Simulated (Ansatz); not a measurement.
# InH5O4: how energies converge with the basis set

Aim: see how fast density functionals converge with the basis set for InH5O4.

Program: Ansatz 0.2.0, Gaussian basis. Level of theory: one geometry, several basis sets. These are calculated values, not measurements.

Levels to be run: PBE0-D4/def2-SVP; ωB97M-V/def2-SVP; PBE0-D4/def2-QZVPP; ωB97M-V/def2-QZVPP; the functionals' def2-TZVPP values are taken from earlier runs.

1 further run of the same task is left out (for a known fault of the program).

### Step 1. Structure used throughout

All runs share one geometry, relaxed beforehand with PBE0-D4 in a triple-zeta def2 set. In takes the def2 core potential; no spin-orbit term is included.

SMILES `[OH][In-]([OH])([OH])[OH2+]`, 10 atoms, charge 0, spin multiplicity 1.

Atoms are counted from 1 here; the program's logs count them from 0.

Bond lengths: O1–In2 1.978 Å, O1–H6 0.960 Å, In2–O3 2.008 Å, In2–O4 1.999 Å, In2–O5 2.316 Å, O3–H7 0.959 Å, O4–H8 0.959 Å, O5–H9 0.976 Å, O5–H10 0.964 Å. Angles: In2–O1–H6 112.2°, O1–In2–O3 119.7°, O1–In2–O4 124.2°, O1–In2–O5 112.7°, O3–In2–O4 114.4°, O3–In2–O5 76.2°, O4–In2–O5 91.5°, In2–O3–H7 114.8°, In2–O4–H8 114.4°, In2–O5–H9 88.4°, In2–O5–H10 106.8°, H9–O5–H10 106.6°.

### Step 2. PBE0-D4 in def2-SVP

Contents of in.yaml:

```yaml
crystal:
  periodic: [false, false, false]
  atoms:
    - {symbol: O, position_ang: [-1.783668, 0.529926, 1.506699]}
    - {symbol: In, position_ang: [-0.279270, -0.206444, 0.453865]}
    - {symbol: O, position_ang: [1.597705, -0.034286, 1.146109]}
    - {symbol: O, position_ang: [-0.489218, -1.501840, -1.054240]}
    - {symbol: O, position_ang: [0.683463, 1.365907, -0.947989]}
    - {symbol: H, position_ang: [-2.628268, 0.408511, 1.067174]}
    - {symbol: H, position_ang: [2.059106, -0.865944, 1.266210]}
    - {symbol: H, position_ang: [-1.356541, -1.907200, -1.110627]}
    - {symbol: H, position_ang: [1.536238, 1.199830, -0.503508]}
    - {symbol: H, position_ang: [0.743552, 0.960541, -1.820795]}
basis:
  gaussian: {orbitals: def2-SVP}
hamiltonian: {xc: pbe0, dispersion: d4}
output: {orbitals: {seedname: orbitals}}
```

On the command line:

```console
$ ansatz run in.yaml --threads 4 --pin off --events-out ev --progress --plain --max-ram 10444MiB
```

The runs that follow: ωB97M-V in def2-SVP; PBE0-D4 in def2-QZVPP; ωB97M-V in def2-QZVPP.

Before running them: what should the planned runs give, taken together? Wanted: PBE0-D4: double and triple zeta above quadruple; ωB97M-V: double and triple zeta above quadruple.

The runs gave:

| quantity | value |
| --- | --- |
| PBE0-D4: double and triple zeta above quadruple | 11.58, 0.56 eV |
| ωB97M-V: double and triple zeta above quadruple | 11.81, 0.54 eV |

For PBE0-D4 the step from double to triple zeta gains 11.02 eV and the next only 0.56 eV. These are total energies; as a rule much of such shifts cancels in differences, which this series doesn't test. The LUMO of ωB97M-V is positive and keeps falling with the basis (0.91 to 0.13 eV): an unbound level that the basis holds in place.
